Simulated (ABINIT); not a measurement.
The system is MgSi.

```
CELL_PARAMETERS angstrom
2.90839 0.00000 0.00000
0.00000 2.90839 0.00000
0.00000 0.00000 4.10343
ATOMIC_POSITIONS crystal
Si 0.50000 0.50000 0.50000
Mg 0.00000 0.00000 0.00000
```

The cell comes from a database or a generator and needn't be the stable form of this composition.

| Item | Value |
| --- | --- |
| Program | ABINIT 10.8.3 (patched build) |
| Task | relaxation of cell and atoms |
| Functional | PBE |
| Potentials or basis | JTH PAW PBE v2.0 |
| Cutoff | 517 eV |
| k mesh | 9 × 9 × 7 |
| Occupations | fermi-dirac, width 0.05 eV |
| Spin | no spin polarisation |

At the start: pressure 0.1 GPa; volume 17.35 Å³/atom.

Problem. How do energy, volume and symmetry change on relaxing?

Solution. Over 8 steps the energy falls by 17.3 meV/atom and the volume is 17.60 Å³/atom (+1.4 %); space group P4/mmm (No. 123, to 0.05 Å).

The path:
```
step  energy change (eV)  largest force (eV/Å)  pressure (GPa)  volume (Å³)
   1              0.0000                0.0000            0.15        34.71
   2             -0.0060                0.0000            0.14        34.73
   3             -0.0334                0.0000            0.73        34.83
   4             -0.0339                0.0000            0.50        34.90
   5             -0.0342                0.0000            0.42        34.96
   6             -0.0345                0.0000            0.17        35.11
   7             -0.0345                0.0000            0.03        35.18
   8             -0.0345                0.0000            0.00        35.20
```

Final structure:
```
Si Mg
1.0
     2.99828    0.00000    0.00000
     0.00000    2.99828    0.00000
     0.00000    0.00000    3.91542
Si Mg
1 1
Direct
  0.50000 0.50000 0.50000
  0.00000 0.00000 0.00000
```
